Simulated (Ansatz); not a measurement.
# LiSi16: the cost of one run

Method: DFT PBE, plane waves, PAW, scalar-relativistic, no spin polarisation, in Ansatz 0.2.0.

## (1) The system as given

The cell holds 17 atoms (LiSi16): a = 7.679 Å, b = 7.679 Å, c = 7.679 Å, α = 60.00°, β = 60.00°, γ = 60.00°.

Structure file:

```
Si Li
1.0
     0.00000    5.43000    5.43000
     5.43000    0.00000    5.43000
     5.43000    5.43000    0.00000
Si Li
16 1
Cartesian
  0.0000 0.0000 0.0000
  1.3575 1.3575 1.3575
  2.7150 2.7150 0.0000
  4.0725 4.0725 1.3575
  2.7150 0.0000 2.7150
  4.0725 1.3575 4.0725
  5.4300 2.7150 2.7150
  6.7875 4.0725 4.0725
  0.0000 2.7150 2.7150
  1.3575 4.0725 4.0725
  2.7150 5.4300 2.7150
  4.0725 6.7875 4.0725
  2.7150 2.7150 5.4300
  4.0725 4.0725 6.7875
  5.4300 5.4300 5.4300
  6.7875 6.7875 6.7875
  6.6955 6.8273 4.0258
```

## (2) Relaxing the start

File input.yaml:

```yaml
accuracy: low
crystal:
  lattice:
    - [0.0, 5.43, 5.43]
    - [5.43, 0.0, 5.43]
    - [5.43, 5.43, 0.0]
  atoms:
    - { symbol: Si, position: [0.0, 0.0, 0.0] }
    - { symbol: Si, position: [0.125, 0.125, 0.125] }
    - { symbol: Si, position: [0.0, 0.0, 0.5] }
    - { symbol: Si, position: [0.125, 0.125, 0.625] }
    - { symbol: Si, position: [0.0, 0.5, 0.0] }
    - { symbol: Si, position: [0.125, 0.625, 0.125] }
    - { symbol: Si, position: [0.0, 0.5, 0.5] }
    - { symbol: Si, position: [0.125, 0.625, 0.625] }
    - { symbol: Si, position: [0.5, 0.0, 0.0] }
    - { symbol: Si, position: [0.625, 0.125, 0.125] }
    - { symbol: Si, position: [0.5, 0.0, 0.5] }
    - { symbol: Si, position: [0.625, 0.125, 0.625] }
    - { symbol: Si, position: [0.5, 0.5, 0.0] }
    - { symbol: Si, position: [0.625, 0.625, 0.125] }
    - { symbol: Si, position: [0.5, 0.5, 0.5] }
    - { symbol: Si, position: [0.625, 0.625, 0.625] }
    - { symbol: Li, position: [0.3828369, 0.3585674, 0.8744851] }
total_charge: 1
basis:
  ecutwfc: 420.0
kpoints:
  mp_grid: { grid: [2, 2, 2] }
hamiltonian:
  xc: pbe
scf:
  occupations: { method: fermi_dirac, width: 0.05 }
  lower_state_search: "off"
relax:
  f_tol: 0.08
  max_steps: 25
  adjacent_minimum: "off"
output:
  write_density: true
  write_potential: true
  elf: true
  volumetric_format: npy
```

Run with:

```bash
ansatz run input.yaml --threads 1 --pin off --max-ram 3072MiB --backend cpu --events-out ev --progress --plain --runs-dir out
```

**Question.** How long does this run take on 1 thread of Arm Neoverse V1, shared host, and how much memory does it need?

About 25 s, with a peak of 0.55 GiB.
